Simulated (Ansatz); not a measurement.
# GeH8O2Si2: the cost of one run

Computed with Ansatz 0.2.0, Gaussian basis. Level: the settings change from run to run.

### 1 The relaxed structure

An earlier PBE0-D4 in a triple-zeta def2 set relaxation fixed the geometry.

SMILES `[SiH3][O][GeH2][O][SiH3]`, 13 atoms, charge 0, spin multiplicity 1.

Atoms are counted from 1 here; the program's logs count them from 0.

Bond lengths: Si1–O2 1.639 Å, Si1–H6 1.484 Å, Si1–H7 1.486 Å, Si1–H8 1.490 Å, O2–Ge3 1.764 Å, Ge3–O4 1.764 Å, Ge3–H9 1.531 Å, Ge3–H10 1.531 Å, O4–Si5 1.639 Å, Si5–H11 1.484 Å, Si5–H12 1.490 Å, Si5–H13 1.486 Å. Angles: O2–Si1–H6 108.1°, O2–Si1–H7 110.7°, O2–Si1–H8 110.6°, H6–Si1–H7 109.4°, H6–Si1–H8 109.4°, H7–Si1–H8 108.6°, Si1–O2–Ge3 134.6°, O2–Ge3–O4 107.8°, O2–Ge3–H9 106.1°, O2–Ge3–H10 110.0°, O4–Ge3–H9 110.0°, O4–Ge3–H10 106.1°, H9–Ge3–H10 116.6°, Ge3–O4–Si5 134.6°, O4–Si5–H11 108.1°, O4–Si5–H12 110.6°, O4–Si5–H13 110.7°, H11–Si5–H12 109.4° and more.

### 2 wPBEh/pcseg-2

Set apart from the defaults: finite nuclei.

in.yaml reads:

```yaml
crystal:
  periodic: [false, false, false]
  atoms:
    - {symbol: Si, position_ang: [-1.949638, 0.693802, 1.082366]}
    - {symbol: O, position_ang: [-0.332880, 0.961460, 1.118607]}
    - {symbol: Ge, position_ang: [1.094336, -0.075057, 1.095813]}
    - {symbol: O, position_ang: [1.055610, -1.014600, -0.396697]}
    - {symbol: Si, position_ang: [1.042454, -0.638881, -1.992180]}
    - {symbol: H, position_ang: [-2.625337, 1.861646, 1.699864]}
    - {symbol: H, position_ang: [-2.423796, 0.532028, -0.317007]}
    - {symbol: H, position_ang: [-2.293441, -0.538234, 1.846216]}
    - {symbol: H, position_ang: [2.302390, 0.865788, 1.090747]}
    - {symbol: H, position_ang: [1.021687, -1.090981, 2.239161]}
    - {symbol: H, position_ang: [1.586213, -1.796770, -2.744085]}
    - {symbol: H, position_ang: [1.884963, 0.561582, -2.254199]}
    - {symbol: H, position_ang: [-0.341961, -0.356683, -2.453705]}
basis:
  gaussian: {orbitals: pcseg-2, nuclear_model: gaussian}
hamiltonian: {xc: {name: wPBEh}}
```

The run is started by

```
$ ansatz run in.yaml --threads 4 --pin off --events-out ev --progress --plain --max-ram 11315MiB
```

Q: Estimate wall time and peak memory on 4 threads of Arm Neoverse V2, shared host.

About 4.8 s, with a peak of 0.78 GiB.
